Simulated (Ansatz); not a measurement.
I need a calculation of the elastic constants of Ta₃Re, space group Fm-3m. Use Ansatz 0.2.0, Python API. Level of theory: PBEsol, PAW, cutoff 450 eV, 12×12×12 k-points, Fermi-Dirac smearing of 0.1 eV.

Input file `ta3re.vasp`:
```text
Ta3Re
1.0
   0.00000000    3.23751720    3.23751720
   3.23751720    0.00000000    3.23751720
   3.23751720    3.23751720    0.00000000
Ta Re
3 1
Direct
   0.25000000    0.25000000    0.25000000
   0.75000000    0.75000000    0.75000000
   0.50000000    0.50000000    0.50000000
   0.00000000    0.00000000    0.00000000
```

The script, `ta3re_elastic.py`:
```python
'''Elastic constants of Ta3Re.'''

import ansatz as az
from ase.io import read
import numpy as np

SETTINGS = {
    'ecut': 450,
    'filling': 'fermi_dirac',
    'sigma': 0.1,
    'kmesh': (12, 12, 12),
}

atoms = read('ta3re.vasp', format='vasp')
crystal = az.Crystal.from_ase(atoms)

base = (
    crystal.calculation()
    .functional(az.Functional.PBESOL)
    .pseudopotentials('paw')
    .basis(SETTINGS['ecut'])
    .occupations(SETTINGS['filling'], width=SETTINGS['sigma'])
    .kpoints(*SETTINGS['kmesh'])
)
out = base.elastic('relaxed_ion', amplitude=0.005).run()
elastic = out.elastic

print(np.array2string(np.round(elastic.c_gpa, 1) + 0.0, suppress_small=True))
print('Voigt stress of the unstrained cell (GPa, tension positive):', np.round(elastic.sigma0_gpa, 3) + 0.0)
print('smallest eigenvalue of C:', round(elastic.stability.min_eigenvalue_gpa, 1), 'GPa; stable:', elastic.stability.stable)
# averaged moduli need a positive definite tensor
if elastic.stability.min_eigenvalue_gpa > 0:
    m = elastic.moduli
    anisotropy = 5 * m.g_voigt_gpa / m.g_reuss_gpa + m.k_voigt_gpa / m.k_reuss_gpa - 6
    print(f'Voigt K {m.k_voigt_gpa:.1f} G {m.g_voigt_gpa:.1f}; Reuss K {m.k_reuss_gpa:.1f} G {m.g_reuss_gpa:.1f}; universal anisotropy index {anisotropy:.3f}')
```

```console
$ python ta3re_elastic.py
[[355.2 171.4 171.4   0.    0.    0. ]
 [171.4 355.2 171.4   0.    0.    0. ]
 [171.4 171.4 355.2   0.    0.    0. ]
 [  0.    0.    0.   73.6   0.    0. ]
 [  0.    0.    0.    0.   73.6   0. ]
 [  0.    0.    0.    0.    0.   73.6]]
Voigt stress of the unstrained cell (GPa, tension positive): [4.93 4.93 4.93 0.   0.   0.  ]
smallest eigenvalue of C: 73.6 GPa; stable: True
Voigt K 232.7 G 80.9; Reuss K 232.7 G 80.0; universal anisotropy index 0.059
```

Reading the output:
- No spin polarisation was allowed.
- The cell isn't relaxed first, so the values belong to this volume.
- A positive definite tensor excludes instabilities under uniform strain alone; phonons elsewhere in the zone can still be imaginary.
- Spin-orbit coupling, which matters for elements this heavy, is left out.
- The structure comes from a database of computed cells and needn't be a stable or known phase.
- Shear constants of a metal converge slowly with the k-point mesh and can be wrong in sign on a coarse one; the constants belong to the cell that was strained.
- Hardware and time: 9.4 min on 1 thread of Arm Neoverse V1, with other jobs on the host, peak memory 0.9 GiB.

(A comment or docstring line of the script was reworded after the run, the code is as it ran; lines on the test bed's own set-up are left out of the output.)
